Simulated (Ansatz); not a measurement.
Runs of Ansatz 0.2.0 on Sn3Te. It takes space group I4/mmm (No. 139, tetragonal). Conventional cell: a = 4.602 Å, b = 4.602 Å, c = 11.033 Å, α = 90.00°, β = 90.00°, γ = 90.00°. Around Te (site symmetry 4/mmm) lie 12 Sn at 3.25 to 3.59 Å. Sn (site symmetry 4/mmm) has 4 Te at 3.25 Å and 8 Sn at 3.59 Å as nearest neighbours. Sn (site symmetry -4m2) is surrounded by 8 Sn at 3.25 to 3.59 Å and 4 Te at 3.59 Å. The cell comes from a database or a generator and needn't be the stable form of this composition.

```csv
task,level,potentials or basis,cutoff (eV),basis error allowed,pressure (GPa)
band structure,PBEsol,all-electron PAW datasets made for the crystal,240,-,-3.0
band structure,PBEsol,"all-electron LAPW, inner shells corrected to Dirac's equation",161,0.002 eV/atom,-3.0
band structure,PBEsol,"all-electron LAPW, scalar-relativistic",161,0.002 eV/atom,-3.0
band structure,PBE,"all-electron LAPW, scalar-relativistic",161,0.002 eV/atom,-0.4
band structure,PBEsol,"all-electron LAPW, non-relativistic",160,0.002 eV/atom,(a)
band structure,LDA,"all-electron LAPW, scalar-relativistic",161,0.002 eV/atom,-4.1
single point,PBEsol,"all-electron LAPW, scalar-relativistic",175,0.001 eV/atom,-3.0
```

Alike in all rows: no spin polarisation; cell as given; k mesh 8 × 8 × 8; smearing fermi-dirac 0.05 eV.

**Question.** Fill in the values left out.

**Answer.** (a) -2.8.

Caveats: relativity is left out, which matters for the heavier elements (some runs).

Not every run made on this cell is shown here.
